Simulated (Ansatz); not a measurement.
CH₈Si₂Te, SMILES [SiH3][SiH2]C[TeH], vertical spin-state energies

Run with Ansatz 0.2.0, Python API.

`ch8si2te.py`:
```python
import warnings

import ansatz as az

warnings.simplefilter("ignore", az.DeckWarning)

geometry_ang = [
    ("Si", (-1.0959, 1.4112, -0.5508)),
    ("Si", (0.0658, 0.2424, 0.8696)),
    ("C", (1.291, -0.7803, -0.0727)),
    ("Te", (0.4013, -2.2586, -1.242)),
    ("H", (-0.2493, 2.3207, -1.3575)),
    ("H", (-2.1094, 2.2922, 0.1831)),
    ("H", (-1.8381, 0.5568, -1.4697)),
    ("H", (-0.7752, -0.6191, 1.6416)),
    ("H", (0.779, 1.1725, 1.8264)),
    ("H", (1.9984, -1.2819, 0.6906)),
    ("H", (1.9125, -0.1225, -0.6994)),
    ("H", (-0.3033, -2.9884, 0.2147)),
]
ch8si2te = az.Crystal.molecule()
for symbol, xyz in geometry_ang:
    ch8si2te = ch8si2te.atom(symbol, xyz)

model = (
    ch8si2te.calculation()
    .basis(gaussian="def2-SVP")
    .functional("cam_b3lyp")
)
found = {}
for unpaired in [0, 2]:
    rep = model.spin("collinear", total=unpaired).run(threads=1).report
    s = unpaired / 2
    found[unpaired] = rep["free_energy_ev"]
    print(f"2S+1 = {unpaired + 1}: E = {found[unpaired]:.5f} eV, <S^2> = {abs(rep['mean_field']['state']['spin_squared']):.3f} (pure state {s * (s + 1):.2f})")
lowest = min(found, key=found.get)
for unpaired, e in found.items():
    print(f"multiplicity {unpaired + 1}: {(e - found[lowest]):.3f} eV above the lowest")
```

Output of `python ch8si2te.py`:
```text
2S+1 = 1: E = -24208.23220 eV, <S^2> = 0.000 (pure state 0.00)
2S+1 = 3: E = -24204.96509 eV, <S^2> = 2.008 (pure state 2.00)
multiplicity 1: 0.000 eV above the lowest
multiplicity 3: 3.267 eV above the lowest
```

In order: multiplicity 1 (+0.00 eV) and multiplicity 3 (+3.27 eV), all at the one geometry.

Reading the output:
- Total energies depend on the basis set; only differences at equal settings carry meaning.
- The geometry is a force-field or estimated start, not a minimum of this method, and the basis set is short of its limit. All parts are taken at fixed geometry, without zero-point energy.
- def2 sets replace the cores of elements past krypton by effective core potentials.
- Spin-orbit coupling, which mixes and shifts the spin states of heavy atoms, is left out.
- Hardware and time: 28 s on 1 thread of Intel(R) Xeon(R) Platinum 8259CL CPU @ 2.50GHz (Skylake/Cascade Lake), with other jobs on the host, peak memory 0.55 GiB.
